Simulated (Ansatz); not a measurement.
This script for a rigid torsion scan of CH4AlNO, SMILES N=[CH][AlH][OH] with Ansatz's Python interface holds a mistake.

Script `torsion_ch4alno.py`:
```python
'''Energy of CH4AlNO as one group turns about a bond.'''

import warnings

import ansatz as az
from ase import Atoms

warnings.simplefilter('ignore', az.DeckWarning)

atoms = Atoms(['N', 'C', 'Al', 'O', 'H', 'H', 'H', 'H'], positions=[
    [-1.1952, 1.3875, 0.3114],
    [0.0189, 1.2491, 0.1976],
    [0.7502, -0.5041, -0.3061],
    [-0.2563, -1.9167, -0.619],
    [-1.909, 0.659, 0.1105],
    [0.6986, 2.0945, 0.3843],
    [2.3922, -0.6867, -0.3973],
    [-0.4072, -2.3397, 0.2627],
])

# start the scan from a relaxed geometry
first = (
    az.Crystal.molecule_from_ase(atoms).calculation()
    .basis(gaussian='6-31G*')
    .functional('HF')
    .relax(force_tolerance=0.02, max_steps=30)
)
atoms.positions = first.run().report['positions_ang']

start = atoms.get_dihedral(1, 2, 3, 7)
energies = {}
for turn in range(0, 360, 40):
    turned = atoms.copy()
    turned.set_dihedral(1, 2, 3, 7, start + turn, indices=[3, 7])
    base = (
        az.Crystal.molecule_from_ase(turned)
        .basis(gaussian='6-31G*')
        .functional('HF')
    )
    energies[round((start + turn) % 360)] = base.run().report['free_energy_ev']
floor = min(energies.values())
print('dihedral C1-Al2-O3-H7 (deg)   E - E(min) (eV)')
for angle, e in sorted(energies.items()):
    print(f'{angle:8d} {(e - floor):14.3f}  ' + '#' * int(30 * (e - floor) / max(max(energies.values()) - floor, 1e-9)))
```

```console
$ python torsion_ch4alno.py
Traceback (most recent call last):
  File "torsion_ch4alno.py", line 37, in <module>
    .basis(gaussian='6-31G*')
     ^^^^^
AttributeError: 'Crystal' object has no attribute 'basis'
```

What is wrong, and how is it mended?

The fault: settings are called on the crystal, without .calculation(). The change:

```diff
--- before
+++ after
@@ -25,3 +25,3 @@
     .functional('HF')
-    .relax(force_tolerance=0.02, max_steps=30)
+    .relax(force_tolerance=0.02, max_steps=80)
 )
@@ -35,3 +35,3 @@
     base = (
-        az.Crystal.molecule_from_ase(turned)
+        az.Crystal.molecule_from_ase(turned).calculation()
         .basis(gaussian='6-31G*')
```

After the fix:

```console
$ python torsion_ch4alno.py
dihedral C1-Al2-O3-H7 (deg)   E - E(min) (eV)
      20          0.107  ####################
      60          0.157  ##############################
     100          0.154  #############################
     140          0.060  ###########
     180          0.000
     220          0.060  ###########
     260          0.154  #############################
     300          0.157  #############################
     340          0.107  ####################
```

The scan is rigid and the energies are electronic, in a modest basis. With rigid groups the curve can differ much from the relaxed path, the start wasn't checked as a minimum of this torsion, and equivalent turns needn't return to the same energy. Timing: 25 s on 1 thread of Arm Neoverse V1 (shared host), peak memory 0.22 GiB.

(Lines on the test bed's own set-up are left out of the output.)
